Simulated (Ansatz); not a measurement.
# AsH4+ (singlet): the correlation ladder, 6-31G

How much of the correlation energy of AsH4+ (singlet) does each wave-function method recover here?

Method: 6-31G, core rule «outside noble gas», up to 14 orbitals frozen; program: Ansatz 0.2.0, Gaussian basis.

To be run: UHF; CCSD(T) on RHF; BCCD(T) on RHF; CISD; CCSDT(Q) on RHF; CISDTQ; CCSDTQ on RHF; CASSCF and MRCISD+Q, 8 electrons in 8 orbitals; CASSCF and MRCISD+Q(relaxed), 8 electrons in 8 orbitals; CASSCF and NEVPT2, 8 electrons in 8 orbitals; Full CI.

7 further runs of the same task are left out: 3 that didn't finish, 4 set aside as unsound or not needed.

### 1 The geometry

The geometry is a PBE0/def2-TZVP stationary point (not a proven minimum). No spin-orbit coupling is included. The filled d shell of As may be among the frozen orbitals whatever the setting's name suggests; the logs give the count.

5 atoms, charge 1, spin multiplicity 1.

Atoms are counted from 1 here; the program's logs count them from 0.

Bond lengths: As1–H2 1.490 Å, As1–H3 1.490 Å, As1–H4 1.490 Å, As1–H5 1.490 Å. Angles: H2–As1–H3 109.5°, H2–As1–H4 109.5°, H2–As1–H5 109.5°, H3–As1–H4 109.5°, H3–As1–H5 109.5°, H4–As1–H5 109.5°.

### 2 UHF

Input file in.yaml:

```yaml
crystal:
  periodic: [false, false, false]
  atoms:
    - {symbol: As, position_ang: [0.000000, 0.000000, 0.000000]}
    - {symbol: H, position_ang: [0.859076, 0.861798, 0.860132]}
    - {symbol: H, position_ang: [-0.862586, -0.857884, 0.860532]}
    - {symbol: H, position_ang: [-0.858082, 0.858870, -0.864044]}
    - {symbol: H, position_ang: [0.861592, -0.862784, -0.856620]}
basis:
  gaussian: {orbitals: 6-31G}
total_charge: 1
magnetization: {spin_polarized: true, initial_magnetization: 0}
hamiltonian: {xc: hf}
output: {orbitals: {seedname: orbitals}}
```

Started as:

```sh
> ansatz run in.yaml --threads 1 --pin off --events-out ev --progress --plain --max-ram 2393MiB
```

Further steps of the session: CCSD(T) on RHF; BCCD(T) on RHF; CISD; CCSDT(Q) on RHF; CISDTQ; CCSDTQ on RHF; CASSCF and MRCISD+Q, 8 electrons in 8 orbitals; CASSCF and MRCISD+Q(relaxed), 8 electrons in 8 orbitals; CASSCF and NEVPT2, 8 electrons in 8 orbitals; Full CI.

Q: Predict the results of all the runs planned. Wanted: FCI below the RHF energy; RMP2 from FCI; RCCSD from FCI; RCCSD(T) from FCI; RCCSDT(Q) from FCI; NEVPT2 valence from FCI; MRCISD+Q valence from FCI; MRCISD+Q(relaxed) valence from FCI; T1 diagnostic.

As calculated:

| quantity | value |
| --- | --- |
| FCI below the RHF energy | -2.5217 eV |
| RMP2 from FCI | +16.07 kcal/mol |
| RCCSD from FCI | +0.82 kcal/mol |
| RCCSD(T) from FCI | +0.20 kcal/mol |
| RCCSDT(Q) from FCI | 0.00 kcal/mol |
| NEVPT2 valence from FCI | +2.92 kcal/mol |
| MRCISD+Q valence from FCI | +0.16 kcal/mol |
| MRCISD+Q(relaxed) valence from FCI | +0.01 kcal/mol |
| levels within 1 kcal/mol (43 meV) | RCCSD, RCCSD(T), BCCD(T), RCCSDT, CISDTQ, RCCSDT(Q), RCCSDTQ, MRCISD valence, MRCISD+Q valence, MRCISD+Q(relaxed) valence |
| T1 diagnostic | 0.005 |
| effectively unpaired electrons | 0.03 |

In words: RCCSD(T) lands +0.20 kcal/mol from the yardstick (0.3 % of the correlation energy). One determinant dominates. Of the multireference levels listed MRCISD+Q(relaxed) valence comes nearest in total energy (+0.01 kcal/mol), which doesn't show that its space is the better one. These misses are within one basis, not against nature.
